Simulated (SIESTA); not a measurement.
Crystal: CoPt3O6.

```xyz
10
Lattice="3.5285 -4.9653 0.0000 3.5285 4.9653 0.0000 0.0000 0.0000 3.1949" Properties=species:S:1:pos:R:3 pbc="T T T"
Pt    1.7642   -2.4827    0.0000
Pt    1.7642    2.4827    0.0000
Pt    0.0000    0.0000    1.5975
Co    3.5285    0.0000    1.5975
O     1.5149   -1.2614    1.5975
O     5.5421    1.2614    1.5975
O     1.5149    1.2614    1.5975
O     5.5421   -1.2614    1.5975
O     3.5285    1.4528    0.0000
O     3.5285   -1.4528    0.0000
```

The cell comes from a database or a generator and needn't be the stable form of this composition.

* Program: SIESTA 5.4.2
* Task: single point
* Functional: PBEsol
* Potentials or basis: PseudoDojo 0.4 standard (PBEsol files)
* Basis: DZP (energy shift 0.003 Ry; two zetas on semicore shells)
* Grid cutoff: 800 Ry
* Energy shift: 0.003 Ry
* k mesh: 5 × 5 × 8
* Occupations: fermi-dirac, width 0.05 eV
* Spin: collinear spin, ferromagnetic start
* Starting moments: [0.0, 0.0, 0.0, 2.0, 0.0, 0.0, 0.0, 0.0, 0.0, 0.0] μB

On this cell: pressure 1.0 GPa; largest force 0.418 eV/Å; net moment 2.97 μB per cell; site moments Pt -0.00, +0.01; Co +2.64; O +0.03, +0.11 μB; band gap on the k mesh none (metal or under the smearing width).

The same run follows on a disturbed copy (atoms moved at random, drawn with an rms of 0.05 Å):

```
CELL_PARAMETERS angstrom
3.52846 -4.96533 0.00000
3.52846 4.96533 0.00000
0.00000 0.00000 3.19495
ATOMIC_POSITIONS crystal
Pt 0.49679 0.99994 0.02386
Pt 0.99351 0.50679 0.99691
Pt 0.99173 0.99560 0.49894
Co 0.50596 0.50710 0.49784
O 0.34580 0.09552 0.50392
O 0.65937 0.91632 0.49568
O 0.08231 0.34242 0.50359
O 0.91009 0.65400 0.50042
O 0.34326 0.64975 0.00085
O 0.64481 0.35683 0.00325
```

Q: What does the disturbed cell give?

A: The energy (extrapolated to zero smearing) moves by +31.7 meV/atom; pressure 2.4 GPa; largest force 2.776 eV/Å; net moment 2.97 μB per cell; site moments Pt -0.00, +0.01; Co +2.64; O +0.02, +0.03, +0.10, +0.12 μB; band gap on the k mesh none (metal or under the smearing width).

Forces in eV/Å, atoms in the order of the input:
```
Pt   0.705  0.443 -2.648
Pt  -0.546 -2.206  0.654
Pt   2.222 -0.467 -0.054
Co  -0.402  0.163  0.079
O   -0.884  0.888  0.992
O   -1.404 -0.184  1.444
O    0.009 -0.100 -0.355
O    0.050  1.740 -0.256
O    0.446 -0.757  0.090
O   -0.202  0.482  0.053
```

Stress tensor (GPa, compression positive):
```
 0.78 -1.31  0.35
-1.31  2.73 -0.40
 0.35 -0.40  3.58
```

Caveats: short orbitals over semicore shells can move pressures by several GPa; the basis of atomic orbitals isn't converged, which shifts pressures, moduli and gaps; a cell with one magnetic atom can't hold antiferromagnetic order, which such compounds often take; semilocal functionals often make such compounds metallic where correlation or magnetic order opens a gap, which also shifts bond lengths.
